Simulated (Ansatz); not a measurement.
# C3H4B: harmonic frequencies at the relaxed geometry in Python

At which frequencies does C3H4B vibrate? Wanted for C3H4B: harmonic frequencies at the relaxed geometry.

All numbers are computed with Ansatz 0.2.0, driven from Python. Level of theory: PBE0/cc-pVDZ.

## Step 1: Starting point

Bond lengths: C1–C2 1.209 Å, C2–B3 1.553 Å, B3–C4 1.489 Å, C1–H5 1.047 Å, C4–H6 1.145 Å, C4–H7 1.131 Å, C4–H8 1.101 Å. Angles: C1–C2–B3 177.8°, C2–C1–H5 173.2°, C2–B3–C4 121.1°, B3–C4–H6 113.4°, B3–C4–H7 110.0°, B3–C4–H8 112.4°, H6–C4–H7 104.8°, H6–C4–H8 108.5°, H7–C4–H8 107.4°.

No structure file is read: the coordinates are typed or built in the script.

## Step 2: The code

c3h4b_freq.py

```python
'''Harmonic frequencies of C3H4B at its relaxed geometry.'''

import ansatz
from ase import Atoms
import numpy as np

atoms = Atoms(['C', 'C', 'B', 'C', 'H', 'H', 'H', 'H'], positions=[
    (1.5678, 1.4328, 1.0048),
    (1.0425, 0.6982, 0.2012),
    (0.4099, -0.2867, -0.8187),
    (-0.9232, -0.9023, -0.5694),
    (1.9367, 2.1525, 1.6699),
    (-1.4338, -0.5128, 0.3785),
    (-1.6336, -0.6382, -1.4083),
    (-0.8741, -2.0005, -0.5139),
])
molecule = ansatz.Crystal.molecule_from_ase(atoms)

setup = (
    molecule.calculation()
    .basis(gaussian='cc-pVDZ')
    .functional('pbe0')
    .spin('collinear', total=1)
)
symbols = [site.symbol for site in molecule.cartesian_sites]
start = np.array([site.position_ang for site in molecule.cartesian_sites], dtype=float)
report = setup.relax(force_tolerance=0.003, max_steps=100).run().report
end = np.array(report['positions_ang'])

print('final positions (A) and the move of each atom')
for symbol, xyz, old in zip(symbols, end, start):
    print(f'{symbol:2s} {xyz[0]:10.5f} {xyz[1]:10.5f} {xyz[2]:10.5f}   {np.linalg.norm(xyz - old):7.4f}')

# frequencies need a stationary point, so they are taken at the relaxed geometry
minimum = ansatz.Crystal.molecule()
for symbol, xyz in zip(symbols, end):
    minimum = minimum.atom(symbol, xyz.tolist())
vibrating = (
    minimum.calculation()
    .basis(gaussian='cc-pVDZ')
    .functional('pbe0')
    .spin('collinear', total=1)
    .phonons(temperatures=(100, 500, 100))
)
vib = vibrating.run().report['vibrations']
sums = vib['harmonic_sums']
modes = [m['omega_inv_cm'] for m in sums['modes_at_gamma'] if m['rigid_motion'] == 'no']
print('frequencies (1/cm):', ' '.join(f'{w:.0f}' for w in modes))
print('imaginary modes:', sum(w < 0 for w in modes), ' zero-point energy:', round(sums['zero_point_energy_ev'], 4), 'eV')
print('T (K)   F_vib (eV)   S_vib (meV/K)   C_vib (meV/K)')
for row in zip(sums['temperatures_k'], sums['vibrational_free_energy_ev'], vib['entropy_ev_per_k'], vib['heat_capacity_ev_per_k']):
    print(f'{row[0]:6.1f} {row[1]:11.4f} {1000 * row[2]:13.4f} {1000 * row[3]:15.4f}')

# all hydrogen replaced by deuterium
heavier = vibrating.phonons(masses={'H': 2.014102}).run().report['vibrations']['harmonic_sums']
print('deuterated (1/cm):', ' '.join(f'{m["omega_inv_cm"]:.0f}' for m in heavier['modes_at_gamma'] if m['rigid_motion'] == 'no'))
print('zero-point energy falls by', round(sums['zero_point_energy_ev'] - heavier['zero_point_energy_ev'], 4), 'eV')
```

## Step 3: The calls as engine input

The engine receives this input (first run):

```yaml
crystal:
  periodic: [false, false, false]
  atoms:
    - { symbol: C, position_ang: [1.5678, 1.4328, 1.0048] }
    - { symbol: C, position_ang: [1.0425, 0.6982, 0.2012] }
    - { symbol: B, position_ang: [0.4099, -0.2867, -0.8187] }
    - { symbol: C, position_ang: [-0.9232, -0.9023, -0.5694] }
    - { symbol: H, position_ang: [1.9367, 2.1525, 1.6699] }
    - { symbol: H, position_ang: [-1.4338, -0.5128, 0.3785] }
    - { symbol: H, position_ang: [-1.6336, -0.6382, -1.4083] }
    - { symbol: H, position_ang: [-0.8741, -2.0005, -0.5139] }
basis:
  gaussian:
    orbitals: cc-pVDZ
hamiltonian:
  xc: pbe0
magnetization:
  spin_polarized: true
  initial_magnetization: 1.0
relax:
  f_tol: 0.003
  max_steps: 100
```

## Step 4: Launch

The run is started by

```sh
$ python c3h4b_freq.py
```

Standard output:

```text
final positions (A) and the move of each atom
C     1.65652    1.61078    0.95515    0.2050
C     1.00654    0.70772    0.42464    0.2265
B     0.37626   -0.43102   -0.24547    0.5921
C    -1.01496   -1.00627   -0.56758    0.1387
H     2.22363    2.39731    1.41628    0.4545
H    -1.72904   -0.87577    0.26424    0.4816
H    -1.40866   -0.40318   -1.40972    0.3253
H    -1.01808   -2.05656   -0.89344    0.4098
frequencies (1/cm): 94 155 269 410 446 618 735 788 874 1238 1338 1392 1427 2040 3027 3102 3148 3482
imaginary modes: 0  zero-point energy: 1.524 eV
T (K)   F_vib (eV)   S_vib (meV/K)   C_vib (meV/K)
 100.0      1.5203        0.1109          0.1754
 200.0      1.5003        0.2895          0.3579
 300.0      1.4624        0.4658          0.5184
 400.0      1.4074        0.6340          0.6533
 500.0      1.3360        0.7921          0.7643
deuterated (1/cm): 77 138 254 339 400 474 627 664 714 970 1007 1031 1306 1934 2179 2289 2330 2669
zero-point energy falls by 0.3213 eV
```

It took 5.4 min on 1 thread of AMD EPYC 7R43 (Zen 3), shared host; peak memory 0.25 GiB.

## Step 5: What changed from run to run

The engine's inputs for the other runs:

Run 2, against run 1:

```diff
@@ -4,8 +4,8 @@
-    - { symbol: C, position_ang: [1.5678, 1.4328, 1.0048] }
-    - { symbol: C, position_ang: [1.0425, 0.6982, 0.2012] }
-    - { symbol: B, position_ang: [0.4099, -0.2867, -0.8187] }
-    - { symbol: C, position_ang: [-0.9232, -0.9023, -0.5694] }
-    - { symbol: H, position_ang: [1.9367, 2.1525, 1.6699] }
-    - { symbol: H, position_ang: [-1.4338, -0.5128, 0.3785] }
-    - { symbol: H, position_ang: [-1.6336, -0.6382, -1.4083] }
-    - { symbol: H, position_ang: [-0.8741, -2.0005, -0.5139] }
+    - { symbol: C, position_ang: [1.6565155306624217, 1.610779792430585, 0.9551496051644494] }
+    - { symbol: C, position_ang: [1.0065369262706394, 0.7077249197708938, 0.4246373105510524] }
+    - { symbol: B, position_ang: [0.3762564306554122, -0.4310227655883083, -0.24546516960933498] }
+    - { symbol: C, position_ang: [-1.0149600063327229, -1.0062749634623063, -0.5675756459737301] }
+    - { symbol: H, position_ang: [2.2236261119079446, 2.397308469968381, 1.4162785013169246] }
+    - { symbol: H, position_ang: [-1.7290351721789836, -0.875772472870384, 0.26423912942522065] }
+    - { symbol: H, position_ang: [-1.4086631593714183, -0.40318315087037787, -1.4097232556569526] }
+    - { symbol: H, position_ang: [-1.0180766616132932, -2.056559829378483, -0.8934404752176296] }
@@ -20,3 +20,5 @@
-relax:
-  f_tol: 0.003
-  max_steps: 100
+phonons:
+  temperatures:
+    t_min: 100.0
+    t_max: 500.0
+    t_step: 100.0
```

Run 3, against run 1:

```diff
@@ -4,8 +4,8 @@
-    - { symbol: C, position_ang: [1.5678, 1.4328, 1.0048] }
-    - { symbol: C, position_ang: [1.0425, 0.6982, 0.2012] }
-    - { symbol: B, position_ang: [0.4099, -0.2867, -0.8187] }
-    - { symbol: C, position_ang: [-0.9232, -0.9023, -0.5694] }
-    - { symbol: H, position_ang: [1.9367, 2.1525, 1.6699] }
-    - { symbol: H, position_ang: [-1.4338, -0.5128, 0.3785] }
-    - { symbol: H, position_ang: [-1.6336, -0.6382, -1.4083] }
-    - { symbol: H, position_ang: [-0.8741, -2.0005, -0.5139] }
+    - { symbol: C, position_ang: [1.6565155306624217, 1.610779792430585, 0.9551496051644494] }
+    - { symbol: C, position_ang: [1.0065369262706394, 0.7077249197708938, 0.4246373105510524] }
+    - { symbol: B, position_ang: [0.3762564306554122, -0.4310227655883083, -0.24546516960933498] }
+    - { symbol: C, position_ang: [-1.0149600063327229, -1.0062749634623063, -0.5675756459737301] }
+    - { symbol: H, position_ang: [2.2236261119079446, 2.397308469968381, 1.4162785013169246] }
+    - { symbol: H, position_ang: [-1.7290351721789836, -0.875772472870384, 0.26423912942522065] }
+    - { symbol: H, position_ang: [-1.4086631593714183, -0.40318315087037787, -1.4097232556569526] }
+    - { symbol: H, position_ang: [-1.0180766616132932, -2.056559829378483, -0.8934404752176296] }
@@ -20,3 +20,7 @@
-relax:
-  f_tol: 0.003
-  max_steps: 100
+phonons:
+  temperatures:
+    t_min: 100.0
+    t_max: 500.0
+    t_step: 100.0
+  masses:
+    - { species: H, mass: 2.014102 }
```

Lines on the test bed's own set-up are left out of the output.

## Step 6: Run by run

From the records of these 3 runs:

```
run  kind of run  energy from run 1 (eV)  <S²>  SCF cycles in all  CPU time (s)
  1   relaxation                  0.0000  0.76                163            74
  2      phonons                  0.0000  0.76                321           130
  3      phonons                  0.0000  0.76                321           120
```

## Step 7: How the relaxation of run 1 went

Step by step:

```
step  E - E(step 1) (eV)  largest force component (eV/Å)
   1              0.0000                          2.7834
   2             -0.2465                          0.8370
   3             -0.3112                          0.2911
   4             -0.3253                          0.2273
   5             -0.3310                          0.3352
   6             -0.3356                          0.1975
   7             -0.3394                          0.0447
   8             -0.3416                          0.1172
   9             -0.3402                          0.2379
  10             -0.3394                          0.3411
  11             -0.3425                          0.0131
  12             -0.3429                          0.0319
  13             -0.3430                          0.0134
  14             -0.3430                          0.0053
  15             -0.3430                          0.0085
  16             -0.3430                          0.0029
```

Step 1 is the start. Steps 9, 10, 15 were tried and not accepted.

Before: Bond lengths: C1–C2 1.209 Å, C2–B3 1.553 Å, B3–C4 1.489 Å, C1–H5 1.047 Å, C4–H6 1.145 Å, C4–H7 1.131 Å, C4–H8 1.101 Å. Angles: C1–C2–B3 177.8°, C2–C1–H5 173.2°, C2–B3–C4 121.1°, B3–C4–H6 113.4°, B3–C4–H7 110.0°, B3–C4–H8 112.4°, H6–C4–H7 104.8°, H6–C4–H8 108.5°, H7–C4–H8 107.4°.

After: Bond lengths: C1–C2 1.233 Å, C2–B3 1.464 Å, B3–C4 1.540 Å, C1–H5 1.074 Å, C4–H6 1.104 Å, C4–H7 1.108 Å, C4–H8 1.100 Å. Angles: C1–C2–B3 173.7°, C2–C1–H5 179.9°, C2–B3–C4 140.9°, B3–C4–H6 112.5°, B3–C4–H7 106.1°, B3–C4–H8 114.9°, H6–C4–H7 106.2°, H6–C4–H8 109.5°, H7–C4–H8 107.1°.

## Step 8: Vibrations

Frequencies (cm⁻¹; negative: imaginary): 94, 155, 269, 410, 446, 618, 735, 788, 874, 1238, 1338, 1392, 1427, 2040, 3027, 3102, 3148, 3482.

## Step 9: What came out

| quantity | value |
| --- | --- |
| runs compared | 3 |
| highest frequency | 3482 cm⁻¹ |
| imaginary modes | 0 |
| zero-point energy | 1.524 eV |

**Reading.** Run 1: After 12 moves the largest shift is 0.592 Å, of atom 3 (B). All frequencies are real, so the geometry is a minimum. The values are harmonic; measured fundamentals also hold anharmonic shifts, mostly downward for stretches. The frequencies are harmonic and unscaled, in a modest basis. The result belongs to the one conformer reached from this start, and soft torsions count as harmonic oscillators. The species is open-shell (spin multiplicity 2).
